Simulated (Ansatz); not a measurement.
Task: a comparison of functionals at one structure of Co, space group P-3m1, with the Ansatz DFT code, driven from Python. Give the script and its output. Level of theory (first run): PBEsol, PAW, cutoff 420 eV, 11×11×6 k-points, Fermi-Dirac smearing of 0.3 eV, collinear spin. The script varies functional: pbesol, blyp, lda.

```xyz
2
Lattice="2.4874 0.0000 0.0000 -1.2437 2.1541 0.0000 0.0000 0.0000 4.0633" Properties=species:S:1:pos:R:3 pbc="T T T"
Co    1.2437    0.7180    1.0559
Co    0.0000    1.4361    3.0074
```

`co_xc.py`:
```python
# -*- coding: utf-8 -*-
'''One structure of Co under several functionals.'''

import csv
import warnings

import ansatz as az


def main():
    warnings.simplefilter('ignore', az.DeckWarning)

    lattice = az.Lattice.of(
        (2.48736, 0.0, 0.0),
        (-1.24368, 2.15412, 0.0),
        (0.0, 0.0, 4.06329),
    )
    sites = [
        ('Co', (2 / 3, 1 / 3, 0.25986), 2.5),
        ('Co', (1 / 3, 2 / 3, 0.74014), -2.5),
    ]
    system = az.Crystal(lattice=lattice)
    for symbol, position, moment in sites:
        system = system.atom(symbol, position, moment=moment or None)

    model = (
        system.calculation()
        .basis(420)
        .kpoints(spacing=0.29)
        .occupations('fermi_dirac', width=0.3)
        .spin(az.SpinTreatment.COLLINEAR)
        .scf(tolerance=1e-06, max_iterations=150, extra_bands=6, algorithm='density_mixing')
        .stress()
    )

    rows = []
    for value in ['pbesol', 'blyp', 'lda']:
        summary = model.functional(value).run(threads=1).report
        rows.append((value, summary['free_energy_ev'] / len(summary['lattice']['sites']), summary['n_iterations'], sum(summary['stress_gpa'][i][i] for i in range(3)) / 3, summary['magnetization_mub'], summary['n_kpoints']))

    with open('xc.csv', 'w', newline='') as handle:
        writer = csv.writer(handle)
        writer.writerow(['functional', 'F/atom (eV)', 'iterations', 'P (GPa)', 'moment (muB)', 'k-points'])
        writer.writerows([round(v, 5) if isinstance(v, float) else v for v in row] for row in rows)
    print(open('xc.csv').read())


if __name__ == '__main__':
    main()
```

```console
$ python co_xc.py
RunWarning: the starting moments were not kept: 1 of 2 ended reversed and 1 kept their direction, counting a site from 0.1 μB. The largest reversed, site 1 (counted from 0, in the order of the report's site_moments_mub), started with -2.5 μB and closes at +1.4e0 μB in its sphere. The starting moments cancel, and the net magnetisation is 2.8e0 μB in size, over 0.1 of its absolute magnetisation of 2.9e0 μB. The SCF closed on another magnetic arrangement than the starting moments describe; that [...]
functional,F/atom (eV),iterations,P (GPa),moment (muB),k-points
pbesol,-5093.13938,23,-9.32605,2.70558,84
blyp,-5134.41561,54,9.88189,2.61385,84
lda,-5062.89431,42,-18.42287,2.35141,84
```
(Warnings from the package without file and line, shortened, repeats left out.)

From lowest to highest: LDA (-18.4 GPa), PBEsol (-9.3 GPa) and BLYP (9.9 GPa). At a fixed cell a lower pressure usually means a smaller equilibrium volume, so LDA prefers the smallest cell and BLYP the largest.

Reading the output:
- The SCF didn't keep the moments it started from (some shrank, vanished or turned); what is printed is the state reached.
- BLYP can be off by several per cent in the lattices of metals, and by several GPa in the pressure at a fixed cell.
- The mesh is modest for a metal, so energies can be off by several to tens of meV an atom and pressures by half a GPa or more; differences at equal mesh fare better.
- The overall sign of a collinear moment is arbitrary, and semilocal functionals can give small moments to compounds that are paramagnetic.
- A Fermi-Dirac width this large means warm electrons, whose thermal share enters the free energy.
- The program warned that this SCF threshold is loose for forces or stresses.
- Pressure is positive in compression.
- This isn't the structure that Co takes at ambient conditions.
- Total energies of different functionals can't be compared; pressures, moments and gaps at this one structure can.
- The script silences the warnings on its input, which a real study should read.
- It ran for 110 s on 1 thread of Intel(R) Xeon(R) Processor @ 2.30GHz, with other jobs on the host, peak memory 0.54 GiB.
